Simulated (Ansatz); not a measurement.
# C2H7AlZn: how energies converge with the basis set

Aim: see how fast density functionals converge with the basis set for C2H7AlZn.

Program: Ansatz 0.2.0, Gaussian basis. Level of theory: one geometry, several basis sets. These are calculated values, not measurements.

The runs, in order: PBE0-D4/def2-SVP; ωB97M-V/def2-SVP; PBE0-D4/def2-QZVPP; ωB97M-V/def2-QZVPP; the functionals' def2-TZVPP values are taken from earlier runs.

## (1) Structure used throughout

The geometry comes from an earlier relaxation with PBE0-D4 in a triple-zeta def2 set; it is a stationary point, not always the lowest conformer.

SMILES `[CH3][Zn][CH2][AlH2]`, 11 atoms, charge 0, spin multiplicity 1.

Atoms are counted from 1 here; the program's logs count them from 0.

Bond lengths: C1–Zn2 1.941 Å, C1–H5 1.093 Å, C1–H6 1.093 Å, C1–H7 1.093 Å, Zn2–C3 1.948 Å, C3–Al4 1.920 Å, C3–H8 1.097 Å, C3–H9 1.097 Å, Al4–H10 1.593 Å, Al4–H11 1.592 Å. Angles: Zn2–C1–H5 111.0°, Zn2–C1–H6 111.0°, Zn2–C1–H7 111.0°, H5–C1–H6 107.9°, H5–C1–H7 107.9°, H6–C1–H7 107.9°, C1–Zn2–C3 179.4°, Zn2–C3–Al4 112.6°, Zn2–C3–H8 104.9°, Zn2–C3–H9 104.9°, Al4–C3–H8 112.3°, Al4–C3–H9 112.4°, H8–C3–H9 109.2°, C3–Al4–H10 120.5°, C3–Al4–H11 120.5°, H10–Al4–H11 118.9°.

## (2) PBE0-D4 in def2-SVP

Contents of in.yaml:

```yaml
crystal:
  periodic: [false, false, false]
  atoms:
    - {symbol: C, position_ang: [-0.080162, 2.545413, 0.053898]}
    - {symbol: Zn, position_ang: [-0.386864, 0.630268, 0.131263]}
    - {symbol: C, position_ang: [-0.712764, -1.288386, 0.214922]}
    - {symbol: Al, position_ang: [0.825432, -2.320869, -0.290814]}
    - {symbol: H, position_ang: [-0.192066, 2.999620, 1.041687]}
    - {symbol: H, position_ang: [-0.791392, 3.028620, -0.620776]}
    - {symbol: H, position_ang: [0.928051, 2.766816, -0.305672]}
    - {symbol: H, position_ang: [-1.566647, -1.458734, -0.451601]}
    - {symbol: H, position_ang: [-1.020458, -1.477551, 1.250228]}
    - {symbol: H, position_ang: [1.079325, -2.696854, -1.817349]}
    - {symbol: H, position_ang: [1.917535, -2.728342, 0.794204]}
basis:
  gaussian: {orbitals: def2-SVP}
hamiltonian: {xc: pbe0, dispersion: d4}
output: {orbitals: {seedname: orbitals}}
```

Run with:

```
ansatz run in.yaml --threads 2 --pin off --events-out ev --progress --plain --max-ram 31744MiB --backend cpu
```

Further steps of the session: ωB97M-V in def2-SVP; PBE0-D4 in def2-QZVPP; ωB97M-V in def2-QZVPP.

Before running them: what should the planned runs give, taken together? Wanted: PBE0-D4: double and triple zeta above quadruple; ωB97M-V: double and triple zeta above quadruple.

The runs gave:

```
                                       quantity           value
PBE0-D4: double and triple zeta above quadruple  13.21, 1.52 eV
ωB97M-V: double and triple zeta above quadruple  13.31, 1.48 eV
```

For PBE0-D4 the step from double to triple zeta gains 11.69 eV and the next only 1.52 eV. These are total energies; as a rule much of such shifts cancels in differences, which this series doesn't test.
